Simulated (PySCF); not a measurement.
**AuC: from the state search to spectroscopic constants**

The task here is to estimate one member of a computed series from the others.

Method: Au def2-TZVPP with ECP60, C def2-TZVPP, scalar-relativistic core potentials; program: PySCF 2.14.0.

Set-up of the first run:

A driver script around PySCF takes these settings:

- atoms: Au, C
- charge: 0
- basis: Au def2-TZVPP with ECP60, C def2-TZVPP
- Hamiltonian: scalar-relativistic core potentials
- basis functions: 87
- electrons treated: 25
- masses in u: 196.9666, 12.0000
- levels: PBE0, PBE, r²SCAN, B2PLYP, M06-2X, M06, LDA, HSE06, HF, MP2, SCS-MP2, CCSD, CCSD(T)
- grid: 80 radial by 434 angular points
- occupations: held fixed by the projection of orbital angular momentum
- dissociation limit: Au + C, each in its ground configuration
- starting distance in angstrom: 1.935
- values of 2S to try: 1, 3, 5

The run is started by

```bash
$ OMP_NUM_THREADS=1 python dia.py task.json out
```

Steps of the session up to this table: Input; The PBE0 curve of the state that the search chose; Excited determinants; PBE; r²SCAN (meta-GGA); B2PLYP (double hybrid); M06-2X (hybrid meta-GGA); M06; LDA (local density); HSE06; ROHF (mean field); Correlated methods on the Hartree–Fock reference.

One table of the session follows, with a row left open; its other results are not shown here.

It belongs to the step «The curves together». Energy (eV) from each level's lowest point:

```
R (Å)   ROHF  ROHF-MP2  ROHF-SCS-MP2  ROHF-CCSD  ROHF-CCSD(T)
1.601  1.752     0.646         0.778        n/a           n/a
1.676  0.999     0.192         0.275      0.512         0.479
1.750      ?         ?             ?          ?             ?
1.806  0.275     0.000         0.000      0.042         0.030
1.862  0.123     0.059         0.026      0.000         0.000
1.918  0.036     0.168         0.104      0.021         0.034
1.992  0.000     0.365         0.263      0.119         0.150
2.085  0.047     0.661         0.516      0.315         0.367
2.197  0.192     1.047         0.858      0.609         0.682
2.346  0.472     1.564         1.327        n/a           n/a
```

Q: Estimate the row for R (Å) = 1.750 from the others.

Worked estimate for «ROHF». A straight line through the neighbours (1.676, 0.999) and (1.806, 0.275) gives 0.999 + (0.275 − 0.999) × (1.750 − 1.676) / (1.806 − 1.676) = 0.587; a parabola fitted to 4 rows on both sides gives 0.503.

**Answer.** ROHF: 0.512; ROHF-MP2: 0.013; ROHF-SCS-MP2: 0.048; ROHF-CCSD: 0.168; ROHF-CCSD(T): 0.145. In «ROHF» the line misses by +0.075 and the parabola by -0.009.

Limits of these values: The state is the lowest single determinant that the PBE0 search found; with open d or f shells the true ground state can be another one.
